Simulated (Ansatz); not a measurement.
I need a fixed-spin-moment curve of FePt, space group P4/mmm. Use Ansatz 0.2.0, Python API. Level of theory (first run): PBE, PAW, cutoff 463 eV, 10×10×7 k-points, Fermi-Dirac smearing of 0.05 eV, collinear spin.

Input file `fept.extxyz`:
```text
2
Lattice="2.7235 0.0 0.0 0.0 2.7235 0.0 0.0 0.0 3.72" Properties=species:S:1:pos:R:3 pbc="T T T"
Fe    0.00000000    0.00000000    0.00000000
Pt    1.36175000    1.36175000    1.86000000
```

`fsm.py`
```python
'''Fixed-spin-moment curve of FePt.'''

import ansatz as az
from tabulate import tabulate

system = az.Crystal.from_extxyz('fept.extxyz')

setup = (
    system.calculation()
    .basis(17 * az.Ha)
    .kpoints(10, 10, 7)
    .occupations('fermi_dirac', width=0.05)
    .scf(tolerance=1e-09)
)
# a hard lock holds the total moment, with one Fermi level a spin
rows = []
for total in [0.0, 0.7, 1.4, 2.1, 2.8, 3.5, 4.2]:
    r = setup.spin('collinear', total=total, lock='hard').run(threads=1, pin='off').report
    up, down = r['spin_fermi_energies_ev']
    rows.append((total, r['free_energy_ev'], up - down, r['absolute_magnetization_mub']))
reference = rows[0][1]
rows = [(m, 1000 * (e - reference), split, size) for m, e, split, size in rows]
print(tabulate(rows, headers=['total muB', 'F - F(0) meV', 'EF up - down eV', 'absolute muB'], floatfmt='.4f', tablefmt='github'))
best = min(rows, key=lambda row: row[1])
print(f'lowest at {best[0]} muB per cell, {best[1]:.1f} meV against the first point')
```

```console
$ python fsm.py
RunWarning: this spin-polarised run has no starting moment large enough to seed its density, and nothing else in its deck makes the two spin channels differ, so an SCF from that start keeps the [...]
DeckWarning: where an SCF of this run starts from atoms to list the orders of its open shells, Pt (site 1, from 0) starts with 1.00 μB on its 5d shell and 1.00 μB on its 6s shell, in the place of the [...]
|   total muB |   F - F(0) meV |   EF up - down eV |   absolute muB |
|-------------|----------------|-------------------|----------------|
|      0.0000 |         0.0000 |            0.0000 |         0.0000 |
|      0.7000 |       -50.9738 |           -0.2641 |         0.8194 |
|      1.4000 |      -183.9656 |           -0.5114 |         1.6014 |
|      2.1000 |      -403.8091 |           -0.7016 |         2.3469 |
|      2.8000 |      -639.5633 |           -0.5725 |         3.0333 |
|      3.5000 |      -712.7618 |            0.2962 |         3.6265 |
|      4.2000 |      -320.3526 |            2.0351 |         4.2106 |
lowest at 3.5 muB per cell, -712.8 meV against the first point
```
(Warnings from the package without file and line, shortened.)

The lowest point lies at 3.5 μB a cell, 712.8 meV below the point at 0 μB; at 4.2 μB the energy is 392 meV above the lowest.

Absolute energies stand on the zero of these potentials, so only differences at equal settings mean something. A total without «per atom» is that of the whole cell that was run. The mesh is modest for a metal, so energies can be off by several to tens of meV an atom and pressures by half a GPa or more; differences at equal mesh fare better. Spin-orbit coupling, which matters for elements this heavy, is left out. No functional is typed, so the default, PBE, holds. The structure is a deposited one; some such entries were measured under pressure or heat, so a shift against it needn't be the functional's error alone. Only points where the Fermi levels of the two spins meet (minima, maxima and zero moment) are free solutions; a shallow minimum can lie between the points. Wall time of the script: 77 s on 1 thread of Arm Neoverse V2 (shared host), peak memory 0.48 GiB.
